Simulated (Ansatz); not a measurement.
# C2H4FIn: a ladder of functionals and wavefunction methods

Aim: compute C2H4FIn with functionals from several rungs and with coupled cluster, and see how far each lands from CCSD(T) at the basis-set limit for the atomisation energy.

The runs use Ansatz 0.2.0, Gaussian basis; functionals in def2-TZVPP, the program's frozen cores in correlated methods.

Plan: LDA (SPW92), PBE-D4, revPBE-D4, BLYP-D4, r2SCAN-D4, B97M-V, PBE0-D4, B3LYP-D4, r2SCANh-D4, r2SCAN0-D4, HSE06-D4, BHLYP-D4, CAM-B3LYP-D4, LC-ωPBE, ωB97X-V, ωB97M-V, B2PLYP, PBE-QIDH; CCSD(T)/def2-SVP; CCSD(T)/def2-TZVPP; CCSD(T)/def2-QZVPP; extrapolation to the limit; RPA on PBE.

## 1. The relaxed structure

An earlier PBE0-D4 in a triple-zeta def2 set relaxation fixed the geometry. In takes the def2 core potential; no spin-orbit term is included.

SMILES `C=[CH][InH][F]`, 8 atoms, charge 0, spin multiplicity 1.

Atoms are counted from 1 here; the program's logs count them from 0.

Bond lengths: C1–C2 1.331 Å, C1–H5 1.086 Å, C1–H6 1.089 Å, C2–In3 2.109 Å, C2–H7 1.087 Å, In3–F4 1.972 Å, In3–H8 1.699 Å. Angles: C2–C1–H5 121.9°, C2–C1–H6 121.8°, H5–C1–H6 116.4°, C1–C2–In3 118.5°, C1–C2–H7 119.4°, In3–C2–H7 122.1°, C2–In3–F4 104.9°, C2–In3–H8 144.1°, F4–In3–H8 111.0°.

## 2. LDA

This LDA is Slater exchange with PW92 correlation.

in.yaml

```yaml
crystal:
  periodic: [false, false, false]
  atoms:
    - {symbol: C, position_ang: [-0.912175, 1.085741, -0.028606]}
    - {symbol: C, position_ang: [0.359803, 0.746589, -0.222635]}
    - {symbol: In, position_ang: [0.919058, -1.266879, 0.063224]}
    - {symbol: F, position_ang: [-0.745702, -2.184547, 0.589011]}
    - {symbol: H, position_ang: [-1.660629, 0.357230, 0.270403]}
    - {symbol: H, position_ang: [-1.259373, 2.108970, -0.160984]}
    - {symbol: H, position_ang: [1.075455, 1.507695, -0.521423]}
    - {symbol: H, position_ang: [2.223553, -2.354810, 0.011010]}
basis:
  gaussian: {orbitals: def2-TZVPP}
hamiltonian: {xc: lda}
output: {orbitals: {seedname: orbitals}}
```

The run is started by

```bash
> ansatz run in.yaml --threads 2 --pin off --events-out ev --progress --plain --max-ram 32768MiB --backend cpu
```

After this run come: PBE-D4 (GGA); revPBE-D4 (GGA); BLYP-D4 (GGA); r2SCAN-D4 (meta-GGA); B97M-V (meta-GGA); B3LYP-D4 (hybrid); r2SCANh-D4 (hybrid); r2SCAN0-D4 (hybrid); HSE06-D4 (hybrid); BHLYP-D4 (hybrid); CAM-B3LYP-D4 (range-separated); LC-ωPBE (range-separated); ωB97X-V (range-separated); ωB97M-V (range-separated); B2PLYP (double hybrid); PBE-QIDH (double hybrid); CCSD(T) in def2-SVP; CCSD(T) in def2-TZVPP; CCSD(T) in def2-QZVPP; RPA on PBE orbitals.

Q: Predict the results of all the runs planned. Wanted: atomisation energy, CCSD(T)/CBS; farthest beyond LDA; mean size of error, GGA; mean size of error, meta-GGA; mean size of error, hybrid; mean size of error, range-separated; mean size of error, double hybrid; gap, smallest and largest; T1 diagnostic.

The runs gave:

| quantity | value |
| --- | --- |
| atomisation energy, CCSD(T)/CBS | 670.4 kcal/mol |
| functionals within 6.7 kcal/mol (1.0 %) | BLYP-D4, r2SCAN-D4, B97M-V, PBE0-D4, B3LYP-D4, HSE06-D4, CAM-B3LYP-D4, LC-ωPBE, ωB97X-V, ωB97M-V |
| farthest beyond LDA | BHLYP-D4 (-27.6 kcal/mol) |
| mean size of error, GGA | 8.1 kcal/mol |
| mean size of error, meta-GGA | 1.2 kcal/mol |
| mean size of error, hybrid | 10.5 kcal/mol |
| mean size of error, range-separated | 1.2 kcal/mol |
| mean size of error, double hybrid | 9.6 kcal/mol |
| gap, smallest and largest | 4.26 eV (LDA (SPW92)), 11.07 eV (LC-ωPBE) |
| T1 diagnostic | 0.0151 |
| triples share of the correlation energy | 3.5 % |

The LDA atomisation energy is off by 95.2 kcal/mol (14 %): it overbinds. PBE-D4 misses by +10.3 kcal/mol. Double hybrids carry the basis error of their MP2 part in triple zeta, and no dispersion term here, so their miss is partly the set-up's. The rungs meta-GGA, range-separated miss on average by less than the doubt on the reference (6.7 kcal/mol), so they tie. Misses under about 6.7 kcal/mol are within the doubt on the reference itself, which lacks core-valence correlation, spin-orbit coupling and higher excitations, and its outer-core shells are covered unevenly. All levels share the lack of spin-orbit coupling, which lowers the free heavy atoms and so the true binding. Hartree-Fock recovers 72 % of the binding; the rest is correlation. CCSD(T) in def2-SVP is off by -37.8 kcal/mol, so the small basis spoils what the method gains. Orbital gaps span 4.3 to 11.1 eV; exact exchange widens them. Correlated methods include outer-core shells of In, which these sets cover unevenly.
